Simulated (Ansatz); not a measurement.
# C2H6BFO: one species, many methods

How much do the methods differ for C2H6BFO? The plan is to run it at one geometry with functionals of several rungs and with coupled cluster. The yardstick is the atomisation energy at the CCSD(T) limit.

Program: Ansatz 0.2.0, Gaussian basis. Level of theory: functionals in def2-TZVPP, the program's frozen cores in correlated methods. These are calculated values, not measurements.

Plan: PBE-D4, r2SCAN-D4, PBE0-D4, B3LYP-D4, ωB97X-V, ωB97M-V, B2PLYP; CCSD(T)/def2-TZVPP; MP2/def2-QZVPP; extrapolation to the limit.

### 1 Structure used throughout

An earlier PBE0-D4 in a triple-zeta def2 set relaxation fixed the geometry.

SMILES `COCBF`, 11 atoms, charge 0, spin multiplicity 1.

Atoms are counted from 1 here; the program's logs count them from 0.

Bond lengths: C1–O2 1.400 Å, C1–H6 1.100 Å, C1–H7 1.100 Å, C1–H8 1.090 Å, O2–C3 1.410 Å, C3–B4 1.568 Å, C3–H9 1.105 Å, C3–H10 1.100 Å, B4–F5 1.325 Å, B4–H11 1.199 Å. Angles: O2–C1–H6 111.4°, O2–C1–H7 112.0°, O2–C1–H8 107.7°, H6–C1–H7 108.2°, H6–C1–H8 108.9°, H7–C1–H8 108.7°, C1–O2–C3 112.1°, O2–C3–B4 115.3°, O2–C3–H9 111.3°, O2–C3–H10 106.8°, B4–C3–H9 110.9°, B4–C3–H10 107.0°, H9–C3–H10 104.8°, C3–B4–F5 118.1°, C3–B4–H11 124.5°, F5–B4–H11 117.4°.

### 2 PBE-D4 (GGA)

in.yaml

```yaml
crystal:
  periodic: [false, false, false]
  atoms:
    - {symbol: C, position_ang: [-1.113041, -0.162949, 1.079534]}
    - {symbol: O, position_ang: [0.226680, -0.553551, 0.973138]}
    - {symbol: C, position_ang: [0.924143, 0.202578, 0.008612]}
    - {symbol: B, position_ang: [0.595427, -0.148761, -1.483269]}
    - {symbol: F, position_ang: [1.214838, 0.533344, -2.435594]}
    - {symbol: H, position_ang: [-1.200443, 0.882712, 1.409473]}
    - {symbol: H, position_ang: [-1.648969, -0.267849, 0.125033]}
    - {symbol: H, position_ang: [-1.587856, -0.808182, 1.818943]}
    - {symbol: H, position_ang: [0.813090, 1.286109, 0.192319]}
    - {symbol: H, position_ang: [1.994408, 0.000124, 0.159043]}
    - {symbol: H, position_ang: [-0.152976, -1.020573, -1.826634]}
basis:
  gaussian: {orbitals: def2-TZVPP}
hamiltonian: {xc: pbe, dispersion: d4}
output: {forces: true, orbitals: {seedname: orbitals}}
```

The run is started by

```bash
$ ansatz run in.yaml --threads 4 --pin off --events-out ev --progress --plain --max-ram 10444MiB
```

Further steps of the session: r2SCAN-D4 (meta-GGA); PBE0-D4 (hybrid); B3LYP-D4 (hybrid); ωB97X-V (range-separated); ωB97M-V (range-separated); B2PLYP (double hybrid); CCSD(T) in def2-TZVPP; MP2 in def2-QZVPP.

**Question.** What will the summary of the whole plan be? Wanted: atomisation energy, CCSD(T)/CBS; farthest; mean size of error, hybrid; mean size of error, range-separated; gap, smallest and largest; T1 diagnostic; triples share of the correlation energy.

**Answer**, as computed:

```
                               quantity                                 value
        atomisation energy, CCSD(T)/CBS                       1026.9 kcal/mol
functionals within 5.1 kcal/mol (0.5 %)            PBE0-D4, B3LYP-D4, ωB97X-V
                               farthest               PBE-D4 (+25.1 kcal/mol)
             mean size of error, hybrid                          4.0 kcal/mol
    mean size of error, range-separated                          4.6 kcal/mol
              gap, smallest and largest  3.96 eV (PBE-D4), 11.27 eV (ωB97X-V)
                          T1 diagnostic                                0.0118
triples share of the correlation energy                                 3.4 %
```

What this shows: PBE-D4 is off by +25.1 kcal/mol. Double hybrids carry the basis error of their MP2 part in triple zeta, and no dispersion term here, so their miss is partly the set-up's. Misses under about 5.1 kcal/mol are within the doubt on the reference itself, which lacks core-valence correlation, relativity and higher excitations. Hartree-Fock recovers 74 % of the binding; the rest is correlation. The gap grows from 4.0 to 11.3 eV across the functionals, mostly with the share of exact exchange.
